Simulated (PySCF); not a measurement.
# A diatomic session: KRb

The task here is to estimate one member of a computed series from the others.

Computed with PySCF 2.14.0. Level: K def2-SVP, Rb def2-SVP with ECP28, scalar-relativistic core potentials.

Set-up of the first run:

The job is set up so:

```json
{
  "atoms": "K, Rb",
  "charge": "0",
  "basis": "K def2-SVP, Rb def2-SVP with ECP28",
  "Hamiltonian": "scalar-relativistic core potentials",
  "basis functions": "48",
  "electrons treated": "28",
  "masses in u": "38.9637, 84.9118",
  "levels": "PBE0, PBE, r²SCAN, PW91, M06-L, B3LYP, HF, MP2, SCS-MP2, CCSD, CCSD(T)",
  "grid": "80 radial by 434 angular points",
  "occupations": "held fixed by the projection of orbital angular momentum",
  "dissociation limit": "K + Rb, each in its ground configuration",
  "starting distance in angstrom": "4.005",
  "values of 2S to try": "0, 2"
}
```

On the command line:

```bash
$ OMP_NUM_THREADS=1 python dia.py task.json out
```

Steps of the session up to this table: Input; The PBE0 curve of the state that the search chose; Other states along the same grid; PBE (GGA); r²SCAN (meta-GGA); PW91 (GGA); M06-L; B3LYP (global hybrid GGA); RHF; Adding correlation.

One of the session's tables, all rows but one given; the rest of the session is left out.

Energy (eV) from each level's lowest point:

```
R (Å)    RHF  RHF-MP2  RHF-SCS-MP2  RHF-CCSD  RHF-CCSD(T)
3.574  0.207    0.103        0.116       n/a          n/a
3.740  0.121    0.045        0.054     0.056        0.056
3.907      ?        ?            ?         ?            ?
4.031  0.031    0.001        0.004     0.004        0.005
4.156  0.011    0.000        0.000     0.000        0.000
4.281  0.001    0.007        0.005     0.004        0.003
4.447  0.000    0.027        0.022     0.018        0.017
4.655  0.015    0.065        0.056     0.049        0.045
4.904  0.052    0.124        0.110     0.097        0.089
5.237  0.122    0.214        0.196       n/a          n/a
```

Estimate the missing values for R (Å) = 3.907.

Worked estimate for «RHF». A straight line through the neighbours (3.740, 0.121) and (4.031, 0.031) gives 0.121 + (0.031 − 0.121) × (3.907 − 3.740) / (4.031 − 3.740) = 0.069; a parabola fitted to 4 rows on both sides gives 0.060.

**Answer.** RHF: 0.061; RHF-MP2: 0.012; RHF-SCS-MP2: 0.017; RHF-CCSD: 0.019; RHF-CCSD(T): 0.019. In «RHF» the line misses by +0.008 and the parabola by -0.001.
